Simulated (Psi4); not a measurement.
# GaF (SMILES [F][Ga]) at 3 levels

We compute a comparison of 3 runs (DSD-PBEP86/def2-TZVPPD, TPSSh/def2-TZVPPD, MP3/def2-TZVPPD) of GaF. 

The results are computed with Psi4 1.11.

1 further run of the same task is left out (set aside as unsound or not needed).

**1. The system as given**

GaF has 2 atoms, charge 0, and is taken as a singlet. SMILES: `[F][Ga]`. The F1–Ga2 distance was set to 3.930 Å, away from the relaxed value.

**2. A single-point energy at DSD-PBEP86/def2-TZVPPD (density fitting for correlation) (run 1)**

The input, fga.in:

```
memory 2.2 GB

molecule {
  0 1
  F      0.000000     0.000000    -2.137550
  Ga     0.000000     0.000000     1.792850
  units angstrom
  symmetry c1
}

set {
  basis def2-TZVPPD
  puream true
  e_convergence 1e-09
  d_convergence 1e-08
  scf_type pk
  dft_radial_points 99
  dft_spherical_points 590
  num_frozen_docc 10
}

e, wfn = energy('dsd-pbep86', return_wfn=True)
```

Command:

```bash
$ psi4 fga.in fga.out -n 1
```

fga.out:

```text
[...]
  Running in c1 symmetry.
[...]
  Nuclear repulsion =   37.563719157574290
[...]
  Multiplicity = 1
[...]
  Nalpha       = 20
  Nbeta        = 20
[...]
    Number of basis functions: 94
[...]
   @RKS iter   1: -2022.01894258127686   -3.36912e+00   3.11626e-02 DIIS/ADIIS
[...]
   @RKS iter  13: -2023.45252156298852   -6.88942e-11   6.86590e-09 DIIS
[...]
    Orbital Energies [Eh]
    ---------------------
    Doubly Occupied:
       1A   -376.794171     2A    -47.544412     3A    -42.011447
       4A    -42.011447     5A    -42.011307     6A    -25.439385
       7A     -6.246922     8A     -4.399736     9A     -4.399736
      10A     -4.398878    11A     -1.227157    12A     -1.227157
      13A     -1.226335    14A     -1.226335    15A     -1.226038
      16A     -1.109355    17A     -0.525242    18A     -0.278012
      19A     -0.278012    20A     -0.270369
[...]
  @RKS Final Energy: -2023.45252156298852
   => Energetics <=
    Nuclear Repulsion Energy =             37.5637191575742904
    One-Electron Energy =               -2897.3009364796162117
    Two-Electron Energy =                 860.5119840493331367
    DFT Exchange-Correlation Energy =     -24.2272882902796098
    Empirical Dispersion Energy =           0.0000000000000000
    VV10 Nonlocal Energy =                  0.0000000000000000
    Total Energy =                      -2023.4525215629885224
[...]
 Multipole Moments:
 ------------------------------------------------------------------------------------
     Multipole            Electronic (a.u.)      Nuclear  (a.u.)        Total (a.u.)
 ------------------------------------------------------------------------------------
 L = 1.  Multiply by 2.5417464519 to convert [e a0] to [Debye]
 Dipole X            :          0.0000000            0.0000000            0.0000000
 Dipole Y            :          0.0000000            0.0000000            0.0000000
 Dipole Z            :          9.1488193           -2.6507977            6.4980217
 Magnitude           :                                                    6.4980217
[...]
```

Wall time 12 s (1 thread of Intel Xeon at 2.50GHz (Skylake/Cascade Lake), shared host); peak memory 0.61 GiB.

**3. The energy at TPSSh/def2-TZVPPD (run 2)**

The input, job.in:

```
memory 2200 mb

molecule system {
  0 1
  F      0.00000000     0.00000000    -4.03938408
  Ga     0.00000000     0.00000000     3.38799548
  units bohr
  symmetry c1
  no_reorient
  no_com
}

set globals {
  basis def2-TZVPPD
  puream true
  e_convergence 1e-09
  d_convergence 1e-08
  scf_type pk
  dft_radial_points 99
  dft_spherical_points 590
}

E, wfn = energy("tpssh", return_wfn=True)
```

Command:

```bash
$ psi4 -n 1 job.in job.out
```

job.out:

```text
[...]
  Running in c1 symmetry.
[...]
  Nuclear repulsion =   37.563719175272631
[...]
  Multiplicity = 1
[...]
  Nalpha       = 20
  Nbeta        = 20
[...]
    Number of basis functions: 94
[...]
   @RKS iter   1: -2022.79689640665879   -1.95514e+00   3.40763e-02 ADIIS/DIIS
[...]
   @RKS iter  17: -2024.60859017502230   -9.09495e-13   7.05976e-10 DIIS
[...]
    Orbital Energies [Eh]
    ---------------------
    Doubly Occupied:
       1A   -372.419881     2A    -45.853809     3A    -40.577309
       4A    -40.577309     5A    -40.576584     6A    -24.392906
       7A     -5.554304     8A     -3.832695     9A     -3.832695
      10A     -3.830101    11A     -0.901476    12A     -0.897349
      13A     -0.897349    14A     -0.895049    15A     -0.895049
      16A     -0.894244    17A     -0.425631    18A     -0.188001
      19A     -0.182989    20A     -0.182989
[...]
  @RKS Final Energy: -2024.60859017502230
   => Energetics <=
    Nuclear Repulsion Energy =             37.5637191752726309
    One-Electron Energy =               -2896.4846837743166361
    Two-Electron Energy =                 911.3378362286042602
    DFT Exchange-Correlation Energy =     -77.0254618045824628
    Empirical Dispersion Energy =           0.0000000000000000
    VV10 Nonlocal Energy =                  0.0000000000000000
    Total Energy =                      -2024.6085901750220728
[...]
 Multipole Moments:
 ------------------------------------------------------------------------------------
     Multipole            Electronic (a.u.)      Nuclear  (a.u.)        Total (a.u.)
 ------------------------------------------------------------------------------------
 L = 1.  Multiply by 2.5417464519 to convert [e a0] to [Debye]
 Dipole X            :         -0.0000000            0.0000000           -0.0000000
 Dipole Y            :          0.0000000            0.0000000            0.0000000
 Dipole Z            :        -63.6805761           68.6734032            4.9928270
 Magnitude           :                                                    4.9928270
[...]
```

Run time: 31 s. Hardware: 1 thread of Intel Xeon at 2.50GHz (Skylake/Cascade Lake), shared host; peak memory 0.95 GiB.

**4. The energy at MP3/def2-TZVPPD (run 3)**

The input, fga.xyz:

```xyz
2
FGa
F      0.000000     0.000000    -2.137550
Ga     0.000000     0.000000     1.792850
```

The input, job.py:

```python
import psi4

psi4.set_memory('2200 MB')
psi4.set_num_threads(1)
psi4.core.set_output_file('psi4.out', False)

with open('fga.xyz') as f:
    atoms = ''.join(f.readlines()[2:])
m = psi4.geometry('0 1\n' + atoms + 'symmetry c1')

psi4.set_options({
    'reference': 'rhf',
    'puream': True,
    'e_convergence': 1e-09,
    'd_convergence': 1e-08,
    'scf_type': 'pk',
    'num_frozen_docc': 10,
    'mp_type': 'conv',
})

result = psi4.energy('mp3/def2-TZVPPD', molecule=m)
print(f'mp3/def2-TZVPPD energy: {result:.10f} Eh')
```

Command:

```bash
$ python job.py
```

psi4.out:

```text
[...]
  Running in c1 symmetry.
[...]
  Nuclear repulsion =   37.563719157574290
[...]
  Multiplicity = 1
[...]
  Nalpha       = 20
  Nbeta        = 20
[...]
    Number of basis functions: 94
[...]
   @RHF iter   1: -2021.31831089310185   -3.97886e+00   2.99390e-02 DIIS/ADIIS
[...]
   @RHF iter  12: -2022.61678992083057   -3.41061e-12   1.64597e-09 DIIS
[...]
    Orbital Energies [Eh]
    ---------------------
    Doubly Occupied:
       1A   -378.984064     2A    -48.333300     3A    -42.658754
       4A    -42.658754     5A    -42.658697     6A    -25.982568
       7A     -6.558767     8A     -4.645596     9A     -4.645596
      10A     -4.644979    11A     -1.356172    12A     -1.356172
      13A     -1.355627    14A     -1.355627    15A     -1.355424
      16A     -1.223881    17A     -0.549644    18A     -0.331063
      19A     -0.331063    20A     -0.325804
[...]
  @RHF Final Energy: -2022.61678992083057
   => Energetics <=
    Nuclear Repulsion Energy =             37.5637191575742904
    One-Electron Energy =               -2897.7379110349247640
    Two-Electron Energy =                 837.5574019565200388
    Total Energy =                      -2022.6167899208303425
[...]
 Multipole Moments:
 ------------------------------------------------------------------------------------
     Multipole            Electronic (a.u.)      Nuclear  (a.u.)        Total (a.u.)
 ------------------------------------------------------------------------------------
 L = 1.  Multiply by 2.5417464519 to convert [e a0] to [Debye]
 Dipole X            :         -0.0000000            0.0000000           -0.0000000
 Dipole Y            :         -0.0000000            0.0000000           -0.0000000
 Dipole Z            :          9.3710922           -2.6507977            6.7202946
 Magnitude           :                                                    6.7202946
[...]
	SCS-MP2 Total Energy (a.u.)        : -2023.05438417430264
	SOS-MP2 Total Energy (a.u.)        : -2023.04465114262030
[...]
	SOS-PI-MP2 Total Energy (a.u.)     : -2023.07756354429648
[...]
	MP2 Total Energy (a.u.)            : -2023.07385023766710
[...]
	SCS-MP3 Total Energy (a.u.)        : -2023.04930082422857
[...]
	MP3 Total Energy (a.u.)            : -2023.05351683737081
[...]
```

The script printed:

```text
mp3/def2-TZVPPD energy: -2023.0535168374 Eh
```

Run time: 17 s. Hardware: 1 thread of Intel Xeon at 2.50GHz (Skylake/Cascade Lake), shared host; peak memory 0.67 GiB.

**5. Overview of the runs**

```csv
run,level,fitting correlation,frozen core orbitals,energy (Eh),HOMO energy (eV),LUMO energy (eV),HOMO–LUMO gap (eV),wall time
1,DSD-PBEP86/def2-TZVPPD (density fitting for correlation),density fitting,10,-2023.693770,-7.36,-2.75,4.61,12 s
2,TPSSh/def2-TZVPPD,–,0,-2024.608590,-4.98,-4.16,0.82,31 s
3,MP3/def2-TZVPPD,none,10,-2023.053517,-8.87,-1.74,7.13,17 s
```

**6. Outcome**

| quantity | value |
| --- | --- |
| run 3: total energy | -2023.05352 Eh |
| run 3: HOMO energy (Hartree–Fock orbitals) | -8.87 eV |
| run 3: LUMO energy (Hartree–Fock orbitals) | -1.74 eV |
| run 3: HOMO–LUMO gap (Hartree–Fock orbitals) | 7.13 eV |
| run 3: correlation energy (10 core orbitals frozen) | -436.7 mEh |

Totals of different functionals can't be ranked against each other. All runs together took 60 s, the longest 31 s.
